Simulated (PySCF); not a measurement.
# FeN5H15 (+2): ligand-field states, spin distribution, part 2 of 2

PySCF 2.14.0. Atoms count from 0. The steps go on from the part before.

## Step 7: Spin distribution: unrestricted DFT, spin states

The job: settings as JSON, then the geometry in Å.

```
{"job": {"kind": "spin", "xc": "PBE0"}, "charge": 2, "metal": "Fe", "open_shell": "d6"}
Fe     0.000000     0.000000     0.000000
N      0.036171     0.058350     2.207017
H      0.980617     0.094895     2.595691
H     -0.443448     0.868760     2.603670
H     -0.404689    -0.752014     2.646874
N      0.009731     0.069202    -2.204629
H     -0.926612     0.069895    -2.613926
H      0.481807     0.886360    -2.596606
H      0.481585    -0.739887    -2.613715
N      2.133319    -0.261776    -0.037230
H      2.618459     0.638254    -0.014279
H      2.505073    -0.794024     0.752440
H      2.470252    -0.735594    -0.877724
N     -1.262043     1.744301    -0.069245
H     -1.571270     2.100434     0.836974
H     -0.803759     2.529683    -0.537092
H     -2.114843     1.567985    -0.605517
N     -1.038457    -1.881577    -0.056825
H     -1.253602    -2.296200     0.851696
H     -1.935029    -1.798432    -0.541258
H     -0.522749    -2.597406    -0.573327
```

Level: unrestricted DFT energies of the spin multiplicities at one geometry, beside CASSCF and NEVPT2 of the metal shell.

The log of the run:

```text
multiplicity 5
final grid: 148800 points
cycle   1  E = -1554.7515765358  dE = -3.505e-02  |g| = 5.745e-02  |ddm| = 3.783e-01
cycle   2  E = -1554.7514878656  dE =  8.867e-05  |g| = 7.193e-02  |ddm| = 1.146e-01
cycle   3  E = -1554.7533742765  dE = -1.886e-03  |g| = 5.211e-03  |ddm| = 5.164e-02
cycle   4  E = -1554.7533808923  dE = -6.616e-06  |g| = 6.770e-03  |ddm| = 7.601e-03
cycle   5  E = -1554.7533921838  dE = -1.129e-05  |g| = 1.156e-03  |ddm| = 3.582e-03
cycle   6  E = -1554.7533930191  dE = -8.353e-07  |g| = 3.035e-04  |ddm| = 1.483e-03
converged SCF energy = -1554.7533930191
multiplicity 3
final grid: 148800 points
cycle   1  E = -1554.7147081833  dE = -4.701e-02  |g| = 9.368e-02  |ddm| = 4.251e-01
cycle   2  E = -1554.7090345193  dE =  5.674e-03  |g| = 1.985e-01  |ddm| = 1.977e-01
cycle   3  E = -1554.7185446916  dE = -9.510e-03  |g| = 2.377e-02  |ddm| = 9.682e-02
cycle   4  E = -1554.7187628191  dE = -2.181e-04  |g| = 1.093e-02  |ddm| = 2.119e-02
cycle   5  E = -1554.7188381877  dE = -7.537e-05  |g| = 3.832e-03  |ddm| = 1.283e-02
cycle   6  E = -1554.7188569851  dE = -1.880e-05  |g| = 1.400e-03  |ddm| = 7.256e-03
cycle   7  E = -1554.7188676497  dE = -1.066e-05  |g| = 6.278e-04  |ddm| = 8.005e-03
cycle   8  E = -1554.7188699322  dE = -2.283e-06  |g| = 4.624e-04  |ddm| = 4.093e-03
cycle   9  E = -1554.7188703509  dE = -4.187e-07  |g| = 2.001e-04  |ddm| = 1.264e-03
converged SCF energy = -1554.7188703509
multiplicity 1
final grid: 148800 points
cycle   1  E = -1554.6724263217  dE = -5.002e-02  |g| = 8.616e-02  |ddm| = 4.354e-01
cycle   2  E = -1554.6669044886  dE =  5.522e-03  |g| = 1.918e-01  |ddm| = 1.972e-01
cycle   3  E = -1554.6759143158  dE = -9.010e-03  |g| = 2.518e-02  |ddm| = 9.355e-02
cycle   4  E = -1554.6761271389  dE = -2.128e-04  |g| = 1.142e-02  |ddm| = 2.157e-02
cycle   5  E = -1554.6761767086  dE = -4.957e-05  |g| = 3.359e-03  |ddm| = 9.268e-03
cycle   6  E = -1554.6761813499  dE = -4.641e-06  |g| = 3.323e-04  |ddm| = 3.111e-03
cycle   7  E = -1554.6761816624  dE = -3.125e-07  |g| = 2.305e-04  |ddm| = 9.332e-04
converged SCF energy = -1554.6761816624
```

Run time: 77 s. Hardware: 1 thread of Arm Neoverse V2, shared host; peak memory 1.1 GiB.

## Step 8: Ligand-field states: state-averaged CASSCF (basis x2c-TZVPall) in water

The job, as its differences from that of step 7:

```diff
@@ -1,2 +1,2 @@
-{"job": {"kind": "spin", "xc": "PBE0"}, "charge": 2, "metal": "Fe", "open_shell": "d6"}
+{"job": {"kind": "lf", "basis": "x2c-TZVPall", "nevpt": true, "solvent": "water"}, "charge": 2, "metal": "Fe", "open_shell": "d6"}
 Fe     0.000000     0.000000     0.000000
```

With the program's defaults for keys left out, this is: state-averaged CASSCF of the metal d shell, SC-NEVPT2 on the averaged canonical orbitals, state-interaction spin-orbit coupling.

The log of the run:

```text
basis functions 293, electrons 74, active (6e, 5o)
stage 1: DIIS on the effective Fock matrix, level shift 0.30
cycle   1  E = -1551.8747215665  dE = -1.552e+03  max|g| = 5.719e-01
cycle   2  E = -1551.4514683687  dE =  4.233e-01  max|g| = 7.837e-01
cycle   3  E = -1551.5818004339  dE = -1.303e-01  max|g| = 1.027e+00
cycle   4  E = -1552.2729539315  dE = -6.912e-01  max|g| = 2.651e-01
cycle   5  E = -1552.3735391064  dE = -1.006e-01  max|g| = 5.412e-02
cycle   6  E = -1552.3771741529  dE = -3.635e-03  max|g| = 6.883e-02
cycle   7  E = -1552.3797300936  dE = -2.556e-03  max|g| = 6.667e-02
cycle   8  E = -1552.3843992020  dE = -4.669e-03  max|g| = 2.687e-02
cycle   9  E = -1552.3857231376  dE = -1.324e-03  max|g| = 9.039e-03
cycle  10  E = -1552.3856920367  dE =  3.110e-05  max|g| = 1.171e-02
cycle  11  E = -1552.3857125647  dE = -2.053e-05  max|g| = 1.237e-02
cycle  12  E = -1552.3857441901  dE = -3.163e-05  max|g| = 1.126e-02
cycle  13  E = -1552.3857453441  dE = -1.154e-06  max|g| = 1.173e-02
cycle  14  E = -1552.3857672634  dE = -2.192e-05  max|g| = 1.115e-02
cycle  15  E = -1552.3857967143  dE = -2.945e-05  max|g| = 1.034e-02
cycle  16  E = -1552.3858154698  dE = -1.876e-05  max|g| = 1.005e-02
cycle  17  E = -1552.3858508886  dE = -3.542e-05  max|g| = 8.494e-03
cycle  18  E = -1552.3858689282  dE = -1.804e-05  max|g| = 7.510e-03
cycle  19  E = -1552.3858806353  dE = -1.171e-05  max|g| = 6.830e-03
cycle  20  E = -1552.3858874458  dE = -6.810e-06  max|g| = 6.545e-03
cycle  21  E = -1552.3858978093  dE = -1.036e-05  max|g| = 6.112e-03
cycle  22  E = -1552.3859013050  dE = -3.496e-06  max|g| = 5.936e-03
cycle  23  E = -1552.3859049907  dE = -3.686e-06  max|g| = 5.495e-03
cycle  24  E = -1552.3859087901  dE = -3.799e-06  max|g| = 5.397e-03
cycle  25  E = -1552.3859205866  dE = -1.180e-05  max|g| = 4.981e-03
cycle  26  E = -1552.3859264690  dE = -5.882e-06  max|g| = 5.279e-03
stage 2: quasi-Newton rotations from the point of smallest gradient
cycle  28  E = -1552.3859608439  dE = -4.026e-05  max|g| = 7.175e-04
cycle  29  E = -1552.3859623505  dE = -1.507e-06  max|g| = 8.225e-04
cycle  30  E = -1552.3859627121  dE = -3.616e-07  max|g| = 1.314e-04
cycle  31  E = -1552.3859627288  dE = -1.678e-08  max|g| = 1.736e-05
cycle  32  E = -1552.3859627304  dE = -1.579e-09  max|g| = 5.440e-06
converged average energy = -1552.3859627304

 mult deg   label        CASSCF/cm-1   NEVPT2/cm-1
   5   1   5D                  0.0           0.0
   5   1   5D                510.6         510.5
   5   1   5D               1692.3        2184.6
   5   1   5D               3327.1        4190.9
   3   1   3H              14446.8       10165.8
   5   1   5D               9813.4       12197.3
   3   1   3H              17665.9       14238.3
   3   1   3H              18722.5       15641.8
   3   1   3H              19029.9       15915.1
   3   1   3H              20249.2       17810.7
   1   1   1I              23389.3       18641.4
   3   1   3H              21048.3       19511.6
   3   1   3H              21228.0       19829.4
   1   1   1I              24190.2       19831.2
   3   1   3H              22095.9       20592.1
   3   1   3P              23987.5       21283.7
   3   1   3P              24236.6       21445.3
   3   1   3H              23627.8       22368.0
   1   1   1G              27317.1       23022.3
   3   1   3G              25477.0       23343.4
   3   1   3H              25039.3       24000.1
   3   1   3G              26609.8       24400.6
   3   1   3G              26327.9       24694.1
   1   1   1I              28210.0       24845.1
   3   1   3H              25762.6       25149.1
   3   1   3F              27291.5       25377.8
   3   1   3F              27771.7       25881.5
   3   1   3G              27181.9       25907.9
   3   1   3G              28364.3       26715.2
   1   1   1I              29628.1       26903.0
   1   1   1I              30467.3       27416.7
   3   1   3F              29573.8       27809.1
   3   1   3F              29497.9       27899.9
   3   1   3P              30317.1       28387.2
   1   1   1I              31109.1       28703.0
   1   1   1I              32018.7       29759.3
   1   1   1I              32168.5       29989.5
   3   1   3G              31975.7       30646.0
   1   1   1I              33022.8       31402.1
   3   1   3F              32618.9       31443.5
   3   1   3D              34257.0       32314.6
   1   1   1I              34247.3       32668.9
   3   1   3H              33260.8       32713.3
   3   1   3F              34077.1       32807.2
   3   1   3G              33981.3       33900.9
   3   1   3G              34407.6       34134.7
   1   1   1G              36228.6       34592.0
   1   1   1G              37367.9       34672.8
   1   1   1G              36671.0       35231.0
   3   1   3G              36820.0       35746.5
   3   1   3D              38678.0       36199.2
   1   1   1I              38730.7       36473.7
   1   1   1G              38113.4       36513.7
   1   1   1D              40550.2       36564.0
   3   1   3D              37922.0       36834.7
   1   1   1G              38773.0       37087.7
   3   1   3D              39649.2       37240.8
   1   1   1G              39331.0       37671.5
   1   1   1D              42304.4       37947.8
   1   1   1D              44837.4       39403.9

spin-orbit levels / cm-1
      0.00  x1  5D 0.90 5D 0.10
      0.89  x1  5D 0.89 5D 0.10
     28.07  x1  5D 0.96
     38.99  x1  5D 0.95 5D 0.04
     47.70  x1  5D 0.99
    558.11  x1  5D 0.99
    572.74  x1  5D 0.97
    592.34  x1  5D 0.95 5D 0.04
    645.43  x1  5D 0.89 5D 0.10
    646.26  x1  5D 0.89 5D 0.10
   2187.55  x1  5D 0.96 5D 0.03
   2187.64  x1  5D 0.96 5D 0.03
   2267.28  x1  5D 0.98
   2269.79  x1  5D 0.98
   2295.75  x1  5D 0.98
   4286.67  x1  5D 1.00
   4297.99  x1  5D 0.99
   4301.57  x1  5D 0.99
   4337.23  x1  5D 0.96 5D 0.03
   4337.26  x1  5D 0.96 5D 0.03
  10196.00  x1  3H 0.99
  10257.82  x1  3H 0.99
  10260.39  x1  3H 0.99
  12273.65  x1  5D 1.00
  12273.67  x1  5D 1.00
  12278.05  x1  5D 1.00
  12278.64  x1  5D 1.00
  12279.89  x1  5D 1.00
  14216.33  x1  3H 0.94 3H 0.04
  14249.34  x1  3H 0.95 3H 0.04
```

Wall time 53 s (1 thread of Arm Neoverse V2, shared host); peak memory 1.4 GiB.

In short:

```
             quantity     value
spin-orbit constant ζ  399 cm⁻¹
```

Powder susceptibility:

```
T (K)  χT (cm³ K/mol)  μ(eff)
    2           2.615    4.57
   20           3.355    5.18
  100           3.569    5.34
  300           3.612    5.37
```

## Step 9: Ligand-field states: state-averaged CASSCF (avg hs) in water

The job, as its differences from that of step 8:

```diff
@@ -1,2 +1,2 @@
-{"job": {"kind": "lf", "basis": "x2c-TZVPall", "nevpt": true, "solvent": "water"}, "charge": 2, "metal": "Fe", "open_shell": "d6"}
+{"job": {"kind": "lf", "basis": {"metal": "x2c-TZVPall", "ligand": "x2c-SVPall"}, "nevpt": true, "solvent": "water", "avg": "hs"}, "charge": 2, "metal": "Fe", "open_shell": "d6"}
 Fe     0.000000     0.000000     0.000000
```

Level: state-averaged CASSCF of the metal d shell, SC-NEVPT2 on the averaged canonical orbitals, state-interaction spin-orbit coupling.

The log of the run:

```text
basis functions 193, electrons 74, active (6e, 5o)
stage 1: DIIS on the effective Fock matrix, level shift 0.30
cycle   1  E = -1551.6782054308  dE = -1.552e+03  max|g| = 4.861e-01
cycle   2  E = -1551.0484747548  dE =  6.297e-01  max|g| = 8.447e-01
cycle   3  E = -1551.4042496678  dE = -3.558e-01  max|g| = 1.323e+00
cycle   4  E = -1552.1102493568  dE = -7.060e-01  max|g| = 2.213e-01
cycle   5  E = -1552.1993464040  dE = -8.910e-02  max|g| = 6.925e-02
cycle   6  E = -1552.1673571768  dE =  3.199e-02  max|g| = 1.810e-01
cycle   7  E = -1552.1426031723  dE =  2.475e-02  max|g| = 2.610e-01
cycle   8  E = -1552.1452246183  dE = -2.621e-03  max|g| = 2.447e-01
cycle   9  E = -1552.1501361910  dE = -4.912e-03  max|g| = 2.366e-01
cycle  10  E = -1552.1608041931  dE = -1.067e-02  max|g| = 2.181e-01
cycle  11  E = -1552.1809491382  dE = -2.014e-02  max|g| = 1.759e-01
cycle  12  E = -1552.1999715160  dE = -1.902e-02  max|g| = 1.191e-01
cycle  13  E = -1552.2110746273  dE = -1.110e-02  max|g| = 6.589e-02
cycle  14  E = -1552.2155934767  dE = -4.519e-03  max|g| = 3.454e-02
cycle  15  E = -1552.2167791228  dE = -1.186e-03  max|g| = 1.807e-02
stage 2: quasi-Newton rotations from the point of smallest gradient
cycle  17  E = -1552.2173518896  dE = -5.728e-04  max|g| = 6.519e-03
cycle  18  E = -1552.2174103109  dE = -5.842e-05  max|g| = 5.311e-03
cycle  19  E = -1552.2174225310  dE = -1.222e-05  max|g| = 2.339e-04
cycle  20  E = -1552.2174227785  dE = -2.475e-07  max|g| = 6.939e-05
cycle  21  E = -1552.2174228082  dE = -2.972e-08  max|g| = 2.360e-05
cycle  22  E = -1552.2174228111  dE = -2.901e-09  max|g| = 6.371e-06
converged average energy = -1552.2174228111

 mult deg   label        CASSCF/cm-1   NEVPT2/cm-1
   5   1   5D                  0.0           0.0
   5   1   5D                499.3         509.2
   5   1   5D               1747.8        2106.8
   5   1   5D               3421.6        4062.9
   3   1   3H              14924.3       10826.6
   5   1   5D              10069.0       11870.1
   3   1   3H              18210.6       14764.5
   3   1   3H              19269.9       16160.9
   3   1   3H              19580.4       16376.6
   3   1   3H              20814.3       18214.5
   1   1   1I              24055.5       19481.4
   3   1   3H              21530.0       19745.0
   3   1   3H              21702.9       20040.8
   1   1   1I              24862.7       20617.6
   3   1   3H              22604.1       20790.4
   3   1   3P              24501.1       21406.4
   3   1   3P              24746.9       21582.9
   3   1   3H              24135.3       22512.7
   3   1   3G              26059.5       23538.0
   1   1   1G              28022.2       23696.5
   3   1   3H              25552.5       24031.5
   3   1   3G              27181.5       24615.3
   3   1   3H              26909.2       24879.5
   3   1   3H              26281.4       25175.5
   1   1   1I              28938.3       25412.3
   3   1   3F              27889.5       25472.5
   3   1   3G              27774.8       25910.4
   3   1   3F              28358.0       25972.6
   3   1   3G              29022.2       26875.9
   1   1   1I              30355.3       27394.3
   3   1   3F              30183.3       27819.6
   3   1   3F              30088.2       27854.3
   1   1   1I              31208.5       27888.6
   3   1   3P              30977.9       28314.4
   1   1   1I              31859.0       29099.2
   1   1   1I              32774.8       30112.7
   1   1   1I              32909.3       30317.1
   3   1   3G              32607.2       30625.7
   3   1   3F              33297.1       31433.1
   1   1   1I              33784.3       31658.8
   3   1   3D              34985.9       32277.3
   3   1   3H              33920.4       32700.0
   3   1   3F              34781.5       32741.7
   1   1   1I              35016.7       32898.1
   3   1   3G              34708.4       33708.9
   3   1   3G              35129.5       33991.4
   1   1   1G              37018.8       34734.0
   1   1   1G              38204.7       34911.6
   1   1   1G              37463.7       35348.8
   3   1   3D              37564.8       35486.3
   3   1   3D              39493.9       36191.5
   1   1   1G              38924.3       36595.5
   3   1   3D              38699.9       36612.4
   1   1   1D              41468.7       36732.6
   1   1   1I              39575.6       36776.6
   1   1   1G              39604.3       37029.6
   3   1   3D              40473.7       37209.3
   1   1   1G              40153.6       37735.9
   1   1   1D              43229.0       38039.1
   1   1   1D              45808.1       39569.4

spin-orbit levels / cm-1
      0.00  x1  5D 0.89 5D 0.10
      0.94  x1  5D 0.89 5D 0.10
     28.48  x1  5D 0.96
     39.59  x1  5D 0.95 5D 0.04
     48.57  x1  5D 0.99
    557.61  x1  5D 0.99
    573.22  x1  5D 0.96
    593.01  x1  5D 0.94 5D 0.04
    648.87  x1  5D 0.89 5D 0.11
    649.69  x1  5D 0.89 5D 0.11
   2109.02  x1  5D 0.96 5D 0.04
   2109.11  x1  5D 0.96 5D 0.04
   2192.77  x1  5D 0.98
   2195.76  x1  5D 0.97
   2222.95  x1  5D 0.98
   4162.53  x1  5D 0.99
   4174.63  x1  5D 0.99
   4178.75  x1  5D 0.98
   4216.96  x1  5D 0.96 5D 0.04
   4217.00  x1  5D 0.96 5D 0.04
  10855.57  x1  3H 0.99
  10919.22  x1  3H 0.99
  10921.89  x1  3H 0.99
  11950.96  x1  5D 1.00
  11951.00  x1  5D 1.00
  11954.82  x1  5D 1.00
  11955.65  x1  5D 1.00
  11956.65  x1  5D 1.00
  14742.03  x1  3H 0.94 3H 0.04
  14774.24  x1  3H 0.95 3H 0.04
```

Run time: 20 s. Hardware: 1 thread of Arm Neoverse V2, shared host; peak memory 0.86 GiB.

Key values:

```
             quantity     value
spin-orbit constant ζ  406 cm⁻¹
```

Powder susceptibility:

```
T (K)  χT (cm³ K/mol)  μ(eff)
    2           2.614    4.57
   20           3.363    5.19
  100           3.585    5.35
  300           3.630    5.39
```

## Step 10: The runs side by side

From the NEVPT2 states (cm⁻¹; the spread is that of the fitted one-electron ligand-field levels):

```
step            setting  ground state  next state  orbital spread  Racah B    ζ  μ(eff), 300 K
   3           as given            5D   5D at 516           11031      968  399           5.37
   8  basis x2c-TZVPall            5D   5D at 510           10807      964  399           5.37
   9             avg hs            5D   5D at 509           10512      965  406           5.39
```

## Step 11: Outcome

The summary covers parts 1 to 2.

| quantity | value |
| --- | --- |
| point group | C1 |
| rotational constants (main isotopes) | 1.93, 1.70, 1.54 GHz |
| spin-orbit constant ζ (step 3, state-averaged CASSCF in water) | 399 cm⁻¹ |
| ground multiplicity, μ(eff) at 300 K (step 3, 5 donors at 2.15 to 2.21 Å) | 5, 5.37 μB |
| ground multiplicity, μ(eff) at 300 K (step 8, 5 donors at 2.15 to 2.21 Å) | 5, 5.37 μB |
| ground multiplicity, μ(eff) at 300 K (step 9, 5 donors at 2.15 to 2.21 Å) | 5, 5.39 μB |

In words: The optimisation took 10 steps and gained 0.167 eV; among the close pairs (by a distance rule), Fe0–N1 changed most, from 2.139 to 2.208 Å. In step 3, χT goes from 2.60 at 2 K to 3.61 cm³ K/mol at 300 K, as higher levels fill or mix in.
